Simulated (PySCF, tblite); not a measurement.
# C₅H₆FNO: infrared bands and NMR shifts

What infrared bands and NMR shifts should C₅H₆FNO (`Cc1cc(CF)no1`) show?

The runs use tblite 0.8.0 and PySCF 2.14.0, with density-fitted response routines of our own; the level of theory stands in each step. All values are computed, except where a source is named. Atoms are numbered from 0 throughout.

### Step 1. Starting geometry

14 atoms, charge 0, multiplicity 1; geometry from: GFN2-xTB.

Bonds of the start (Å): C0–C1 1.48, C1–C2 1.37, C2–C3 1.42, C3–C4 1.49, C4–F5 1.37, C3–N6 1.31, N6–O7 1.35, O7–C1 1.34, C0–H8 1.09, C0–H9 1.09, C0–H10 1.09, C2–H11 1.07, C4–H12 1.10, C4–H13 1.09.

### Step 2. Vibrational analysis with GFN2-xTB

Job settings and geometry (Å):

```
{"job": {"kind": "ir", "xc": "GFN2-xTB", "basis": "xTB"}, "charge": 0, "multiplicity": 1}
C      2.555761    -0.078698     0.019882
C      1.092467    -0.004250     0.242188
C      0.026567    -0.081371    -0.609990
C     -1.096296     0.063842     0.240718
C     -2.536690     0.043286    -0.135023
F     -2.699053     0.378461    -1.454925
N     -0.714419     0.212021     1.483475
O      0.636664     0.166836     1.493250
H      3.037904     0.817379     0.406901
H      2.763594    -0.173044    -1.041394
H      2.971190    -0.936582     0.546475
H      0.024143    -0.208351    -1.671023
H     -2.957898    -0.961373    -0.006432
H     -3.104611     0.761372     0.463732
```

**Question.** This job is followed by: GIAO PBE0/pcSseg-1 NMR shielding, non-relativistic, gas phase. Predict these results of the whole session: strongest single infrared mode (GFN2-xTB); zero-point energy (GFN2-xTB); 13C shifts against TMS (PBE0/pcSseg-1); 1H shifts against TMS (PBE0/pcSseg-1, means over atoms taken as alike); 19F shifts against CFCl3 (PBE0/pcSseg-1); 15N shifts against NH3 (PBE0/pcSseg-1); 17O shifts against H2O (PBE0/pcSseg-1).

**Answer**, as computed:

```
                                                              quantity                                value
                             strongest single infrared mode (GFN2-xTB)                1050 cm⁻¹, 130 km/mol
                                          zero-point energy (GFN2-xTB)                        64.8 kcal/mol
                                13C shifts against TMS (PBE0/pcSseg-1)  177.3, 167.7, 107.9, 81.9, 14.7 ppm
1H shifts against TMS (PBE0/pcSseg-1, means over atoms taken as alike)                 6.32, 5.96, 2.63 ppm
                              19F shifts against CFCl3 (PBE0/pcSseg-1)                           -267.7 ppm
                                15N shifts against NH3 (PBE0/pcSseg-1)                            406.4 ppm
                                17O shifts against H2O (PBE0/pcSseg-1)                            403.9 ppm
```

What this shows: All 36 modes are real, so the xTB geometry is a minimum. The strongest single mode, at 1050 cm⁻¹, is spread over several atoms, C4, N6, F5, O7 among them. Unscaled tight-binding wavenumbers are off by several per cent, some by more. Its intensities can rank the bands wrongly. At PBE0/pcSseg-1: Shielding is most anisotropic at N6 (span 424 ppm, paramagnetic term -461 ppm). NICS(1)zz of -26 ppm above the planar ring from C1 marks a diatropic (aromatic) ring current.
